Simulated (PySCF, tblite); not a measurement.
# C₇H₁₆N₂: geometry, infrared bands and NMR shifts

Aim: predict the infrared bands and NMR shifts of C₇H₁₆N₂ (`CNNC1CCCCC1`).

Programs: tblite 0.8.0 and PySCF 2.14.0, with density-fitted response routines of our own. Each step states its level of theory. These are calculated values for one molecule in the gas phase, unless marked as measured. Atoms are numbered from 0 throughout.

**1. The molecule as given**

25 atoms, charge 0, multiplicity 1; geometry from: force field or distance geometry start.

Bonds of the start (Å): C0–N1 1.48, N1–N2 1.45, N2–C3 1.49, C3–C4 1.53, C4–C5 1.53, C5–C6 1.52, C6–C7 1.53, C7–C8 1.53, C8–C3 1.55, C0–H9 1.08, C0–H10 1.09, C0–H11 1.09, N1–H12 1.03, N2–H13 1.03, C3–H14 1.09, C4–H15 1.10, C4–H16 1.10, C5–H17 1.09, C5–H18 1.09, C6–H19 1.09, C6–H20 1.11, C7–H21 1.10, C7–H22 1.09, C8–H23 1.09, C8–H24 1.10.

**2. Relaxing the molecule with GFN2-xTB**

Job settings and geometry (Å):

```
{"job": {"kind": "relax", "xc": "GFN2-xTB", "basis": "xTB"}, "charge": 0, "multiplicity": 1}
C      3.781300    -0.501200     0.420500
N      2.443700    -0.722900    -0.167600
N      1.559600     0.314400     0.313600
C      0.213000     0.144600    -0.303300
C     -0.570700     1.453700    -0.150600
C     -1.993600     1.328700    -0.711100
C     -2.744800     0.184300    -0.053700
C     -1.973000    -1.127200    -0.160800
C     -0.553100    -1.011500     0.384200
H      4.451800    -1.285300     0.088800
H      3.739400    -0.525100     1.514400
H      4.184400     0.458200     0.097200
H      2.123900    -1.646200     0.169800
H      1.910200     1.232900     0.012800
H      0.315800    -0.068900    -1.365600
H     -0.053600     2.261600    -0.681500
H     -0.618900     1.760000     0.900100
H     -2.532000     2.262500    -0.547500
H     -1.947200     1.169500    -1.786500
H     -3.727300     0.076600    -0.507900
H     -2.916700     0.420700     1.013100
H     -2.516200    -1.916400     0.378700
H     -1.932000    -1.432500    -1.204300
H     -0.051200    -1.972100     0.233100
H     -0.603800    -0.834200     1.470300
```

The run is started by

```sh
$ OMP_NUM_THREADS=1 python probes_run.py task.json out
```

This one command runs all jobs of the session in turn.

**Question.** This job is followed by: GFN2-xTB harmonic vibrations, gas phase; GIAO PBE0/pcSseg-1 NMR shielding, non-relativistic, gas phase. What will the session give for the following? strongest single infrared mode (GFN2-xTB); zero-point energy (GFN2-xTB); 13C shifts against TMS (PBE0/pcSseg-1, means over atoms taken as alike); 1H shifts against TMS (PBE0/pcSseg-1, means over atoms taken as alike); 15N shifts against NH3 (PBE0/pcSseg-1); surface potential, 1st and 99th percentile.

The runs gave:

| quantity | value |
| --- | --- |
| strongest single infrared mode (GFN2-xTB) | 2990 cm⁻¹, 163 km/mol |
| zero-point energy (GFN2-xTB) | 143.0 kcal/mol |
| 13C shifts against TMS (PBE0/pcSseg-1, means over atoms taken as alike) | 62.3, 40.8, 36.3, 30.2, 28.8 ppm |
| 1H shifts against TMS (PBE0/pcSseg-1, means over atoms taken as alike) | 2.71, 2.68, 2.04, 1.77, 1.70, 1.67, 1.52, 1.29, 1.11, 1.10 ppm |
| 15N shifts against NH3 (PBE0/pcSseg-1) | 137.4, 102.5 ppm |
| surface potential, 1st and 99th percentile | -1.66 V and 1.17 V |

In words: Relaxing lowered the energy by 0.127 eV in 43 steps; the close pair that moved most is N2–C3, from 1.491 to 1.461 Å. No mode is imaginary among the 69: a minimum at this level. Unscaled tight-binding wavenumbers are off by several per cent, some by more. Its intensities can rank the bands wrongly. C3 (sp3 CH bonded to N) lies farthest downfield among carbon, at 62.3 ppm; pulled downfield by the heteroatom. H9, H10, H11 (mean) (hydrogen on a methyl carbon bonded to N) lies farthest downfield among hydrogen, at 2.71 ppm; its carbon carries N, hence the downfield position. At PBE0/pcSseg-1: Shielding is most anisotropic at N1 (span 132 ppm, paramagnetic term -154 ppm).
